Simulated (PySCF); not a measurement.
# C2H7ClSi2: electronic excitations at several levels of theory

How much do the electronic excitations of C2H7ClSi2 (`ClC1[SiH2]C[SiH2]1`) depend on the level of theory, and what does each level cost?

The runs use PySCF 2.14.0, with density-fitted response routines of our own; the level of theory stands in each step. All values are computed, except where a source is named. Atoms are numbered from 0 throughout.

## 1. The starting structure

12 atoms, charge 0, multiplicity 1; geometry from: GFN2-xTB. The atoms were then displaced at random by about 0.01 Å, so the start is not that level's minimum.

Bonds of the start (Å): Cl0–C1 1.81, C1–Si2 1.92, Si2–C3 1.89, C3–Si4 1.95, Si4–C1 1.93, C1–H5 1.09, Si2–H6 1.48, Si2–H7 1.49, C3–H8 1.07, C3–H9 1.10, Si4–H10 1.45, Si4–H11 1.46.

## 2. Geometry optimisation at PBE0-D3(BJ)/def2-SVP

What the job is given:

```
{"job": {"xc": "PBE0", "basis": "def2-SVP", "d3": "d3bj", "grid": 1, "shake": 0.01, "kind": "geom"}, "charge": 0, "multiplicity": 1}
Cl    -0.200910    -2.759560     0.362550
C     -0.011190    -1.179140    -0.501940
Si     1.366080    -0.035240     0.197070
C      0.066460     1.322880     0.351830
Si    -1.387820     0.133630    -0.185510
H      0.118210    -1.444260    -1.548370
H      1.930190    -0.509010     1.477630
H      2.472560     0.251130    -0.756880
H      0.176830     2.167170    -0.298110
H     -0.079240     1.741440     1.360120
H     -2.123840     0.527190    -1.373160
H     -2.287630    -0.244500     0.905740
```

Command:

```sh
$ OMP_NUM_THREADS=1 python probes_run.py task.json out
```

The driver reads the jobs from task.json and runs them one after another.

Log:

```text
step   0  E = -1118.72687209  max force = 0.039374
step   1  E = -1118.72518823  max force = 0.029404
step   2  E = -1118.73118450  max force = 0.010075
step   3  E = -1118.73232059  max force = 0.002232
step   4  E = -1118.73241283  max force = 0.000931
step   5  E = -1118.73244052  max force = 0.000849
step   6  E = -1118.73248380  max force = 0.001251
step   7  E = -1118.73251212  max force = 0.000916
step   8  E = -1118.73254438  max force = 0.000762
step   9  E = -1118.73259555  max force = 0.001177
step  10  E = -1118.73271337  max force = 0.002790
step  11  E = -1118.73289767  max force = 0.003379
step  12  E = -1118.73317955  max force = 0.002637
step  13  E = -1118.73336066  max force = 0.001938
step  14  E = -1118.73346929  max force = 0.001269
step  15  E = -1118.73350562  max force = 0.000978
step  16  E = -1118.73351479  max force = 0.000375
optimisation converged
```

Run time: 90 s. Hardware: 1 thread of Arm Neoverse V2, shared host; peak memory 0.51 GiB.

The steps of the relaxation: (the energy doesn't fall at every step)

```tsv
step	energy from step 0 (eV)	largest force component (eV/Å)
0	0.0000	2.0247
1	0.0458	1.5120
2	-0.1173	0.5181
3	-0.1483	0.1148
4	-0.1508	0.0479
5	-0.1515	0.0437
6	-0.1527	0.0643
7	-0.1535	0.0471
8	-0.1544	0.0392
9	-0.1557	0.0605
10	-0.1589	0.1435
11	-0.1640	0.1738
12	-0.1716	0.1356
13	-0.1766	0.0997
14	-0.1795	0.0653
15	-0.1805	0.0503
16	-0.1808	0.0193
```

Distances of close pairs at the start and the end, largest changes first:

```tsv
bond	before (Å)	after (Å)	change (Å)
C3–Si4	1.954	1.903	-0.051
Si4–H10	1.452	1.495	+0.043
Cl0–C1	1.811	1.778	-0.033
C3–H8	1.071	1.102	+0.031
Si4–H11	1.464	1.492	+0.028
Si2–C3	1.886	1.904	+0.018
C1–H5	1.087	1.104	+0.017
C1–Si4	1.928	1.913	-0.016
```

The end geometry stands in the next job.

```tsv
at the end point	value
point group (found at 0.08 Å tolerance)	Cs
rotational constants (GHz, main isotopes)	3.880, 1.775, 1.304
dipole moment (D)	2.26
```

## 3. Excited states and response: PBE0/def2-TZVP

What the job is given:

```
{"job": {"kind": "uv", "xc": "PBE0", "basis": "def2-TZVP"}, "charge": 0, "multiplicity": 1}
Cl     1.599403    -2.405579     0.302366
C      0.866429    -0.922632    -0.349840
Si     0.916098     0.711875     0.643267
C     -0.818814     1.128150    -0.020671
Si    -1.034566    -0.721189    -0.414453
H      1.285517    -0.745622    -1.355612
H      0.893233     0.440748     2.109986
H      2.025735     1.658703     0.316138
H     -0.773587     1.741446    -0.935551
H     -1.532681     1.588732     0.676625
H     -1.703555    -1.083781    -1.701187
H     -1.677198    -1.453548     0.715239
```

Level: TDDFT PBE0/def2-TZVP, vertical, gas phase, core orbitals frozen in the response.

Log:

```text
coarse grid: 11384 points
cycle   1  E = -1119.1393310025  dE =  2.850e-01  |g| = 3.895e-01  |ddm| = 2.593e+00
cycle   2  E = -1119.1286190427  dE =  1.071e-02  |g| = 4.275e-01  |ddm| = 6.339e-01
cycle   3  E = -1119.1752637616  dE = -4.664e-02  |g| = 5.902e-02  |ddm| = 3.466e-01
cycle   4  E = -1119.1761101620  dE = -8.464e-04  |g| = 2.500e-02  |ddm| = 7.224e-02
cycle   5  E = -1119.1762592795  dE = -1.491e-04  |g| = 4.774e-03  |ddm| = 2.397e-02
cycle   6  E = -1119.1762626597  dE = -3.380e-06  |g| = 2.727e-03  |ddm| = 4.962e-03
final grid: 95624 points
cycle   7  E = -1119.1715418280  dE = -2.680e-05  |g| = 6.156e-03  |ddm| = 2.765e-02
cycle   8  E = -1119.1715361081  dE =  5.720e-06  |g| = 7.570e-03  |ddm| = 9.177e-03
cycle   9  E = -1119.1715501795  dE = -1.407e-05  |g| = 7.925e-04  |ddm| = 5.318e-03
cycle  10  E = -1119.1715503239  dE = -1.443e-07  |g| = 1.871e-04  |ddm| = 7.513e-04
cycle  11  E = -1119.1715503321  dE = -8.190e-09  |g| = 7.608e-05  |ddm| = 1.893e-04
cycle  12  E = -1119.1715503334  dE = -1.386e-09  |g| = 2.020e-05  |ddm| = 6.534e-05
cycle  13  E = -1119.1715503336  dE = -1.116e-10  |g| = 2.889e-06  |ddm| = 2.057e-05
converged SCF energy = -1119.1715503336

Static polarisability (au): isotropic 85.620, principal 70.331 92.522 94.007

Singlet excitations
state   eV       nm        f      main configurations
  1   5.8078    213.5   0.00045   H->L 0.58, H->L+1 0.39
  2   5.8789    210.9   0.01758   H->L+1 0.57, H->L 0.39
  3   6.5076    190.5   0.00766   H-1->L+1 0.96
  4   6.5506    189.3   0.00009   H->L+2 0.98
  5   6.5850    188.3   0.00020   H-1->L 0.98
  6   6.8186    181.8   0.07085   H-2->L 0.94
  7   6.9887    177.4   0.00290   H-2->L+1 0.96
  8   7.2258    171.6   0.00269   H-1->L+2 0.96
  9   7.4962    165.4   0.00005   H-2->L+2 0.96
 10   7.7036    160.9   0.08813   H->L+3 0.85

Triplet excitations (Tamm-Dancoff, eV): 5.2427 5.5604 5.8797 6.2840
```

It took 30 s on 1 thread of Arm Neoverse V2, shared host; peak memory 0.82 GiB.

The orbitals next to the gap, with their largest atomic shares:

```tsv
orbital	eV	atoms
HOMO−3	-9.50	Si4 19 %, Si2 18 %, H11 14 %
HOMO−2	-8.43	C3 46 %, Si4 18 %, Si2 18 %
HOMO−1	-8.06	Cl0 64 %, C1 14 %, C3 6 %
HOMO	-7.41	Cl0 45 %, C1 26 %, Si2 11 %
LUMO	-0.35	Si2 41 %, Si4 41 %, C1 5 %
LUMO+1	-0.05	Cl0 22 %, C1 22 %, Si4 17 %
LUMO+2	0.34	Si2 30 %, Si4 30 %, H5 9 %
```

With each of the 10 states as a Gaussian band of 0.4 eV half-width at 1/e, the curve within the window shown has maxima at 209 nm (ε 780), 182 nm (ε 3,200), 161 nm (ε 3,600) L/(mol cm). Beyond the last state computed it falls off for lack of states. The curve at chosen wavelengths:

```csv
nm,ε (L/mol/cm)
155,2037
158,3127
162,3600
165,3100
168,2415
172,2089
175,2403
178,2890
182,3212
185,3009
188,2508
192,1715
195,1236
198,933
201,793
205,763
208,776
211,768
215,692
218,592
221,473
225,319
228,222
231,146
235,78
238,46
```

Further results of this job:

```tsv
property	computed
dipole moment (D)	2.39
polarisability (Å³)	12.69
HOMO–LUMO gap (eV)	7.07
−ε(HOMO) (eV)	7.41
```

## 4. Excited states and response: PBE0/aug-cc-pVDZ

Settings changed since step 3:

```diff
@@ -1,2 +1,2 @@
-{"job": {"kind": "uv", "xc": "PBE0", "basis": "def2-TZVP"}, "charge": 0, "multiplicity": 1}
+{"job": {"kind": "uv", "xc": "PBE0", "basis": "aug-cc-pVDZ"}, "charge": 0, "multiplicity": 1}
 Cl     1.599403    -2.405579     0.302366
```

Level: TDDFT PBE0/aug-cc-pVDZ, vertical, gas phase, core orbitals frozen in the response.

Log:

```text
coarse grid: 11384 points
cycle   1  E = -1119.0608591321  dE =  3.429e-01  |g| = 3.541e-01  |ddm| = 7.281e+00
cycle   2  E = -1119.0510104541  dE =  9.849e-03  |g| = 3.953e-01  |ddm| = 1.681e+00
cycle   3  E = -1119.0946518775  dE = -4.364e-02  |g| = 5.002e-02  |ddm| = 8.444e-01
cycle   4  E = -1119.0953574617  dE = -7.056e-04  |g| = 1.778e-02  |ddm| = 1.613e-01
cycle   5  E = -1119.0954545949  dE = -9.713e-05  |g| = 3.633e-03  |ddm| = 4.523e-02
cycle   6  E = -1119.0954575497  dE = -2.955e-06  |g| = 1.665e-03  |ddm| = 1.082e-02
final grid: 95624 points
cycle   7  E = -1119.1169158329  dE = -1.140e-05  |g| = 4.904e-03  |ddm| = 1.125e-01
cycle   8  E = -1119.1169112095  dE =  4.623e-06  |g| = 6.397e-03  |ddm| = 2.297e-02
cycle   9  E = -1119.1169223584  dE = -1.115e-05  |g| = 4.529e-04  |ddm| = 1.246e-02
cycle  10  E = -1119.1169224228  dE = -6.441e-08  |g| = 1.055e-04  |ddm| = 1.237e-03
cycle  11  E = -1119.1169224257  dE = -2.820e-09  |g| = 4.249e-05  |ddm| = 2.960e-04
cycle  12  E = -1119.1169224261  dE = -4.218e-10  |g| = 1.732e-05  |ddm| = 1.148e-04
converged SCF energy = -1119.1169224261

Static polarisability (au): isotropic 91.406, principal 75.609 98.282 100.327

Singlet excitations
state   eV       nm        f      main configurations
  1   5.7399    216.0   0.00007   H->L 0.78, H->L+2 0.17
  2   5.8724    211.1   0.01341   H->L+2 0.56, H->L+1 0.26, H->L 0.14
  3   6.1815    200.6   0.00762   H->L+1 0.70, H->L+2 0.22
  4   6.4442    192.4   0.01111   H-1->L 0.47, H-1->L+2 0.45
  5   6.5347    189.7   0.00080   H-1->L 0.44, H-1->L+2 0.28, H-1->L+1 0.26
  6   6.7203    184.5   0.04231   H-2->L 0.91
  7   6.8467    181.1   0.00012   H-1->L+1 0.67, H-1->L+2 0.23
  8   6.9380    178.7   0.00280   H-2->L+2 0.77, H-2->L+1 0.14
  9   6.9615    178.1   0.08852   H->L+4 0.86
 10   7.0416    176.1   0.01985   H->L+3 0.96

Triplet excitations (Tamm-Dancoff, eV): 5.2633 5.5413 5.8997 6.0225
```

Run time: 24 s. Hardware: 1 thread of Arm Neoverse V2, shared host; peak memory 0.79 GiB.

Key values: HOMO -7.45 eV, LUMO -0.54 eV; lowest singlet 5.74 eV.

## 5. Excited states and response: PBE0/def2-TZVPD

Settings changed since step 4:

```diff
@@ -1,2 +1,2 @@
-{"job": {"kind": "uv", "xc": "PBE0", "basis": "aug-cc-pVDZ"}, "charge": 0, "multiplicity": 1}
+{"job": {"kind": "uv", "xc": "PBE0", "basis": "def2-TZVPD"}, "charge": 0, "multiplicity": 1}
 Cl     1.599403    -2.405579     0.302366
```

Method: TDDFT PBE0/def2-TZVPD, vertical, gas phase, core orbitals frozen in the response.

Log:

```text
coarse grid: 11384 points
cycle   1  E = -1119.1408203783  dE =  2.856e-01  |g| = 3.893e-01  |ddm| = 2.877e+00
cycle   2  E = -1119.1297387653  dE =  1.108e-02  |g| = 4.284e-01  |ddm| = 7.085e-01
cycle   3  E = -1119.1767126609  dE = -4.697e-02  |g| = 5.856e-02  |ddm| = 3.265e-01
cycle   4  E = -1119.1775362474  dE = -8.236e-04  |g| = 2.529e-02  |ddm| = 7.336e-02
cycle   5  E = -1119.1776905833  dE = -1.543e-04  |g| = 4.879e-03  |ddm| = 2.546e-02
cycle   6  E = -1119.1776941196  dE = -3.536e-06  |g| = 2.701e-03  |ddm| = 6.089e-03
final grid: 95624 points
cycle   7  E = -1119.1729792192  dE = -2.836e-05  |g| = 6.163e-03  |ddm| = 9.827e-02
cycle   8  E = -1119.1729734793  dE =  5.740e-06  |g| = 7.583e-03  |ddm| = 1.068e-02
cycle   9  E = -1119.1729876016  dE = -1.412e-05  |g| = 7.828e-04  |ddm| = 5.538e-03
cycle  10  E = -1119.1729877421  dE = -1.406e-07  |g| = 1.911e-04  |ddm| = 8.414e-04
cycle  11  E = -1119.1729877508  dE = -8.675e-09  |g| = 7.524e-05  |ddm| = 2.191e-04
cycle  12  E = -1119.1729877521  dE = -1.342e-09  |g| = 2.133e-05  |ddm| = 7.264e-05
cycle  13  E = -1119.1729877523  dE = -1.278e-10  |g| = 2.974e-06  |ddm| = 2.511e-05
converged SCF energy = -1119.1729877523

Static polarisability (au): isotropic 91.479, principal 75.728 98.233 100.476

Singlet excitations
state   eV       nm        f      main configurations
  1   5.6830    218.2   0.00007   H->L 0.62, H->L+1 0.33
  2   5.7992    213.8   0.01363   H->L+1 0.62, H->L 0.34
  3   6.2560    198.2   0.00348   H->L+2 0.95
  4   6.3784    194.4   0.01049   H-1->L+1 0.73, H-1->L 0.21
  5   6.4913    191.0   0.00002   H-1->L 0.75, H-1->L+1 0.23
  6   6.6965    185.1   0.05344   H-2->L 0.93
  7   6.8779    180.3   0.00031   H-2->L+1 0.90
  8   6.9324    178.8   0.00011   H-1->L+2 0.94
  9   7.1566    173.2   0.04936   H-2->L+2 0.56, H->L+4 0.35
 10   7.1799    172.7   0.04195   H->L+4 0.57, H-2->L+2 0.34

Triplet excitations (Tamm-Dancoff, eV): 5.1577 5.4862 5.7922 6.0577
```

Run time: 42 s. Hardware: 1 thread of Arm Neoverse V2, shared host; peak memory 0.94 GiB.

Key values: HOMO -7.45 eV, LUMO -0.53 eV; lowest singlet 5.68 eV.

## 6. Ultraviolet spectrum: PBE0/6-31+G*

Settings changed since step 5:

```diff
@@ -1,2 +1,2 @@
-{"job": {"kind": "uv", "xc": "PBE0", "basis": "def2-TZVPD"}, "charge": 0, "multiplicity": 1}
+{"job": {"kind": "uv", "xc": "PBE0", "basis": "6-31+G*"}, "charge": 0, "multiplicity": 1}
 Cl     1.599403    -2.405579     0.302366
```

Method: TDDFT PBE0/6-31+G*, vertical, gas phase, core orbitals frozen in the response.

Log:

```text
coarse grid: 11384 points
cycle   1  E = -1119.0785541510  dE =  3.152e-01  |g| = 3.554e-01  |ddm| = 3.245e+00
cycle   2  E = -1119.0697167213  dE =  8.837e-03  |g| = 3.926e-01  |ddm| = 9.549e-01
cycle   3  E = -1119.1131274807  dE = -4.341e-02  |g| = 4.845e-02  |ddm| = 5.207e-01
cycle   4  E = -1119.1137906501  dE = -6.632e-04  |g| = 1.628e-02  |ddm| = 1.162e-01
cycle   5  E = -1119.1138741647  dE = -8.351e-05  |g| = 3.358e-03  |ddm| = 3.094e-02
cycle   6  E = -1119.1138767124  dE = -2.548e-06  |g| = 1.390e-03  |ddm| = 5.851e-03
final grid: 95624 points
cycle   7  E = -1119.0544730118  dE = -1.042e-05  |g| = 5.003e-03  |ddm| = 3.584e-02
cycle   8  E = -1119.0544687028  dE =  4.309e-06  |g| = 6.436e-03  |ddm| = 1.256e-02
cycle   9  E = -1119.0544799740  dE = -1.127e-05  |g| = 4.809e-04  |ddm| = 7.714e-03
cycle  10  E = -1119.0544800477  dE = -7.365e-08  |g| = 9.465e-05  |ddm| = 1.030e-03
cycle  11  E = -1119.0544800496  dE = -1.957e-09  |g| = 4.655e-05  |ddm| = 1.669e-04
cycle  12  E = -1119.0544800502  dE = -5.489e-10  |g| = 1.401e-05  |ddm| = 6.825e-05
converged SCF energy = -1119.0544800502

Static polarisability (au): isotropic 82.398, principal 68.173 89.469 89.551

Singlet excitations
state   eV       nm        f      main configurations
  1   5.7710    214.8   0.00061   H->L 0.80, H->L+2 0.12
  2   5.9020    210.1   0.01219   H->L+1 0.54, H->L+2 0.28, H->L 0.14
  3   6.2700    197.7   0.00774   H->L+2 0.56, H->L+1 0.40
  4   6.4828    191.3   0.01033   H-1->L 0.50, H-1->L+2 0.28, H-1->L+1 0.19
  5   6.5705    188.7   0.00123   H-1->L 0.45, H-1->L+1 0.41, H-1->L+2 0.12
  6   6.7516    183.6   0.06012   H-2->L 0.93
  7   6.9451    178.5   0.00026   H-1->L+2 0.57, H-1->L+1 0.37
  8   7.0051    177.0   0.00010   H-2->L+1 0.56, H-2->L+2 0.42
  9   7.1620    173.1   0.00369   H-2->L+2 0.55, H-2->L+1 0.42
 10   7.2015    172.2   0.10436   H->L+4 0.94

Triplet excitations (Tamm-Dancoff, eV): 5.2674 5.5736 5.9012 6.1111
```

It took 11 s on 1 thread of Arm Neoverse V2, shared host; peak memory 0.63 GiB.

Key values: HOMO -7.46 eV, LUMO -0.51 eV; lowest singlet 5.77 eV.

## 7. Comparing the runs: electronic excitations

Excitations and ground-state properties, with basis size and wall time:

```tsv
run	lowest singlet (eV)	brightest (eV)	f	gap (eV)	α (Å³)	μ (D)	functions	time
PBE0/def2-TZVP	5.81	7.70	0.088	7.07	12.69	2.39	215	30 s
PBE0/aug-cc-pVDZ	5.74	6.96	0.089	6.91	13.55	2.45	190	24 s
PBE0/def2-TZVPD	5.68	6.70	0.053	6.92	13.56	2.44	269	42 s
PBE0/6-31+G*	5.77	7.20	0.104	6.95	12.21	2.60	116	11 s
```

## 8. Summary of results

| quantity | value |
| --- | --- |
| point group | Cs |
| rotational constants (main isotopes) | 3.88, 1.78, 1.30 GHz |
| lowest singlet (PBE0/def2-TZVP) | 5.81 eV (213 nm), f = 0.000 |
| brightest single state of those computed | state 10, 7.70 eV, f = 0.088 |
| lowest triplet | 5.24 eV |
| range of the lowest singlet | 5.68 to 5.81 eV |

What this shows: Single values in the summary come from the first run of each kind that ended normally (PBE0/def2-TZVP), which need not be the best level. Over 16 steps the energy fell by 0.181 eV; of the close pairs, C3–Si4 changed most, 1.954 to 1.903 Å. No frequency check was run at this level, so the end point may be a saddle. The first singlet state (HOMO→LUMO 0.58, HOMO→LUMO+1 0.39) lies at 5.81 eV and is dark; of the 10 states computed, the strongest absorption comes from state 10 at 7.70 eV (the last computed, so partners may be missing). The lowest triplet lies 0.57 eV below the lowest singlet (triplets in Tamm-Dancoff, singlets in full TDDFT). States above −ε(HOMO) lie where TDDFT describes them poorly and they hang on the basis; the brightest is among them. The basis of PBE0/def2-TZVP has no diffuse functions, so Rydberg states are missing and the high states are unreliable. The lowest singlet runs from 5.68 eV (PBE0/def2-TZVPD) to 5.81 eV (PBE0/def2-TZVP), while the orbital gap spans 6.91 to 7.07 eV. The lowest state need not be the same one in every run.
